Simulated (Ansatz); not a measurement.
**CH6BFSSi: one species, many methods**

An exercise on one series of results from a longer session: the logs are not shown, and one member is left open.

Program: Ansatz 0.2.0, Gaussian basis. Level of theory: functionals in def2-TZVPP, the program's frozen cores in correlated methods. These are calculated values, not measurements.

Levels to be run: LDA (SPW92), PBE-D4, revPBE-D4, BLYP-D4, r2SCAN-D4, B97M-V, PBE0-D4, B3LYP-D4, r2SCANh-D4, r2SCAN0-D4, HSE06-D4, BHLYP-D4, CAM-B3LYP-D4, LC-ωPBE, ωB97X-V, ωB97M-V, B2PLYP, PBE-QIDH; CCSD(T)/def2-SVP; CCSD(T)/def2-TZVPP; MP2/def2-QZVPP; extrapolation to the limit; RPA on PBE.

## The relaxed structure

All runs share one geometry, relaxed beforehand with PBE0-D4 in a triple-zeta def2 set.

11 atoms, charge 0, spin multiplicity 1.

Atoms are counted from 1 here; the program's logs count them from 0.

Bond lengths: B1–C2 1.553 Å, B1–H6 1.194 Å, B1–H7 1.197 Å, C2–S3 1.822 Å, C2–H8 1.099 Å, C2–H9 1.097 Å, S3–Si4 2.104 Å, Si4–F5 1.602 Å, Si4–H10 1.483 Å, Si4–H11 1.479 Å. Angles: C2–B1–H6 122.6°, C2–B1–H7 117.5°, H6–B1–H7 119.8°, B1–C2–S3 114.8°, B1–C2–H8 106.3°, B1–C2–H9 109.5°, S3–C2–H8 110.0°, S3–C2–H9 110.6°, H8–C2–H9 105.1°, C2–S3–Si4 100.2°, S3–Si4–F5 112.2°, S3–Si4–H10 110.5°, S3–Si4–H11 107.2°, F5–Si4–H10 105.5°, F5–Si4–H11 108.5°, H10–Si4–H11 113.0°.

As a file:

```xyz
11

B    -0.7016    1.7029    1.4377
C    -0.4435    0.6466    0.3290
S     1.0669   -0.3470    0.5581
Si    0.8979   -1.6622   -1.0752
F     1.1036   -0.9143   -2.4766
H     0.0745    1.9121    2.3212
H    -1.7157    2.3351    1.3744
H    -0.3898    1.2002   -0.6191
H    -1.3221   -0.0026    0.2315
H    -0.4641   -2.2458   -1.1330
H     1.9591   -2.6823   -0.9273
```

The first run:

Contents of in.yaml:

```yaml
crystal:
  periodic: [false, false, false]
  atoms:
    - {symbol: B, position_ang: [-0.701571, 1.702890, 1.437684]}
    - {symbol: C, position_ang: [-0.443537, 0.646640, 0.329026]}
    - {symbol: S, position_ang: [1.066876, -0.346999, 0.558120]}
    - {symbol: Si, position_ang: [0.897873, -1.662152, -1.075206]}
    - {symbol: F, position_ang: [1.103644, -0.914282, -2.476628]}
    - {symbol: H, position_ang: [0.074522, 1.912096, 2.321187]}
    - {symbol: H, position_ang: [-1.715731, 2.335149, 1.374368]}
    - {symbol: H, position_ang: [-0.389775, 1.200247, -0.619123]}
    - {symbol: H, position_ang: [-1.322112, -0.002644, 0.231489]}
    - {symbol: H, position_ang: [-0.464056, -2.245775, -1.133048]}
    - {symbol: H, position_ang: [1.959066, -2.682272, -0.927269]}
basis:
  gaussian: {orbitals: def2-TZVPP}
hamiltonian: {xc: lda}
output: {orbitals: {seedname: orbitals}}
```

Steps of the session up to this table: LDA; PBE-D4 (GGA); revPBE-D4 (GGA); BLYP-D4 (GGA); r2SCAN-D4 (meta-GGA); B97M-V (meta-GGA); PBE0-D4 (hybrid); B3LYP-D4 (hybrid); r2SCANh-D4 (hybrid); r2SCAN0-D4 (hybrid); HSE06-D4 (hybrid); BHLYP-D4 (hybrid); CAM-B3LYP-D4 (range-separated); LC-ωPBE (range-separated); ωB97X-V (range-separated); ωB97M-V (range-separated); B2PLYP (double hybrid); PBE-QIDH (double hybrid).

One of the session's tables, all rows but one given; the rest of the session is left out.

It belongs to the step «Orbital energies across the functionals». 

```
  functional  HOMO (eV)  LUMO (eV)  gap (eV)
 LDA (SPW92)      -6.34      -3.14      3.20
      PBE-D4      -6.22      -2.85      3.36
   revPBE-D4          ?          ?         ?
     BLYP-D4      -6.04      -2.70      3.34
   r2SCAN-D4      -6.47      -2.43      4.04
      B97M-V      -6.61      -2.57      4.04
     PBE0-D4      -7.41      -1.80      5.62
    B3LYP-D4      -7.16      -2.04      5.12
  r2SCANh-D4      -6.91      -2.07      4.84
  r2SCAN0-D4      -7.58      -1.55      6.03
    HSE06-D4      -7.01      -2.19      4.83
    BHLYP-D4      -8.47      -0.74      7.73
CAM-B3LYP-D4      -8.72      -0.69      8.03
     LC-ωPBE     -10.13       0.57     10.69
     ωB97X-V      -9.77       0.44     10.21
     ωB97M-V      -9.61       0.15      9.77
```

Q: Estimate the row for revPBE-D4 from the others.

**Answer.** HOMO (eV): -6.17; LUMO (eV): -2.73; gap (eV): 3.44. In the column «HOMO (eV)» it lies between PBE-D4 (-6.22) and BLYP-D4 (-6.04).
